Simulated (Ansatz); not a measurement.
# CH7AlClNO: the cost of one run

Method: RKS PBE-D4/def2-SVP, in Ansatz 0.2.0.

## (1) The structure to begin with

Bond lengths: Al1–Cl2 2.604 Å, Al1–C3 1.977 Å, Al1–N4 1.776 Å, Al1–O6 2.181 Å, C3–H7 1.092 Å, C3–H8 1.094 Å, C3–H9 1.092 Å, N4–H10 1.011 Å, N4–H11 1.013 Å, O6–H12 0.955 Å. Angles (14 of 16 angles, heavy atoms first): Cl2–Al1–C3 107.5°, Cl2–Al1–N4 106.2°, Cl2–Al1–O6 75.3°, C3–Al1–N4 137.8°, C3–Al1–O6 104.9°, N4–Al1–O6 107.6°, Al1–C3–H7 112.5°, Al1–C3–H8 109.1°, Al1–C3–H9 113.3°, Al1–N4–H10 127.1°, Al1–N4–H11 124.1°, Al1–O6–H12 125.5°, H7–C3–H8 107.0°, H7–C3–H9 107.2°.

Structure file:

```xyz
12

Al   -0.0726    0.0494    0.2832
Cl    2.0092   -1.5138    0.3294
C     0.5314    1.8276   -0.3348
N    -1.2162   -0.6126    1.4697
H     0.8431   -1.5141   -0.9802
O    -0.2403   -1.1486   -1.5321
H    -0.2057    2.3218   -0.9708
H     1.4404    1.7086   -0.9315
H     0.7645    2.5133    0.4823
H    -1.7310   -0.0996    2.1722
H    -1.3434   -1.6019    1.6450
H    -0.7794   -1.9301   -1.6327
```

## (2) A restrained relaxation towards end A

Springs on the bonds that form and break draw the guess towards this end; the thresholds are loose.

input.yaml

```yaml
crystal:
  periodic: [false, false, false]
  atoms:
    - { symbol: Al, position_ang: [-0.0726, 0.0494, 0.2832] }
    - { symbol: Cl, position_ang: [2.0092, -1.5138, 0.3294] }
    - { symbol: C, position_ang: [0.5314, 1.8276, -0.3348] }
    - { symbol: "N", position_ang: [-1.2162, -0.6126, 1.4697] }
    - { symbol: H, position_ang: [0.8431, -1.5141, -0.9802] }
    - { symbol: O, position_ang: [-0.2403, -1.1486, -1.5321] }
    - { symbol: H, position_ang: [-0.2057, 2.3218, -0.9708] }
    - { symbol: H, position_ang: [1.4404, 1.7086, -0.9315] }
    - { symbol: H, position_ang: [0.7645, 2.5133, 0.4823] }
    - { symbol: H, position_ang: [-1.731, -0.0996, 2.1722] }
    - { symbol: H, position_ang: [-1.3434, -1.6019, 1.645] }
    - { symbol: H, position_ang: [-0.7794, -1.9301, -1.6327] }
basis:
  gaussian: { orbitals: def2-SVP }
hamiltonian:
  xc: pbe
  dispersion: d4
relax:
  f_tol: 0.15
  max_steps: 25
  restrain:
    - { distance: [0, 5], at: 3.17, k: 30.0 }
    - { distance: [4, 1], at: 2.63, k: 30.0 }
    - { distance: [0, 1], at: 2.23, k: 30.0 }
    - { distance: [4, 5], at: 0.97, k: 30.0 }
```

Started as:

```console
> ansatz run input.yaml --threads 2 --pin off --max-ram 3072MiB --backend cpu --events-out ev --progress --plain --runs-dir out
```

What time and memory should one allow on 2 threads of Arm Neoverse V1, shared host?

About 29 s, with a peak of 0.18 GiB.
